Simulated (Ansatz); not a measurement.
# Cl3FHf: the cost of one run

Method: RKS LDA/def2-SVP, in Ansatz 0.2.0.

## 1. The structure to begin with

Bond lengths: Hf1–Cl2 2.520 Å, Hf1–Cl3 2.520 Å, Hf1–F4 1.979 Å, Hf1–Cl5 2.518 Å. Angles: Cl2–Hf1–Cl3 109.5°, Cl2–Hf1–F4 109.5°, Cl2–Hf1–Cl5 109.5°, Cl3–Hf1–F4 109.5°, Cl3–Hf1–Cl5 109.5°, F4–Hf1–Cl5 109.5°.

Coordinates:

```xyz
5

Hf    0.0000    0.0000    0.0000
Cl    0.0000    0.0000    2.5200
Cl    2.3764    0.0000   -0.8392
F    -0.9326    1.6157   -0.6593
Cl   -1.1869   -2.0563   -0.8392
```

## 2. Relaxing the start

Input file input.yaml:

```yaml
crystal:
  periodic: [false, false, false]
  atoms:
    - { symbol: Hf, position_ang: [0.0, 0.0, 0.0] }
    - { symbol: Cl, position_ang: [0.0, 0.0, 2.52] }
    - { symbol: Cl, position_ang: [2.3764, 0.0, -0.8392] }
    - { symbol: F, position_ang: [-0.9326, 1.6157, -0.6593] }
    - { symbol: Cl, position_ang: [-1.1869, -2.0563, -0.8392] }
basis:
  gaussian: { orbitals: def2-SVP }
hamiltonian:
  xc: lda
relax:
  f_tol: 0.02
  max_steps: 40
```

On the command line:

```
> ansatz run input.yaml --threads 2 --pin off --max-ram 3072MiB --backend cpu --events-out ev --progress --plain --runs-dir out
```

What time and memory should one allow on 2 threads of Arm Neoverse V1, shared host?

About 7.8 s, with a peak of 0.17 GiB.
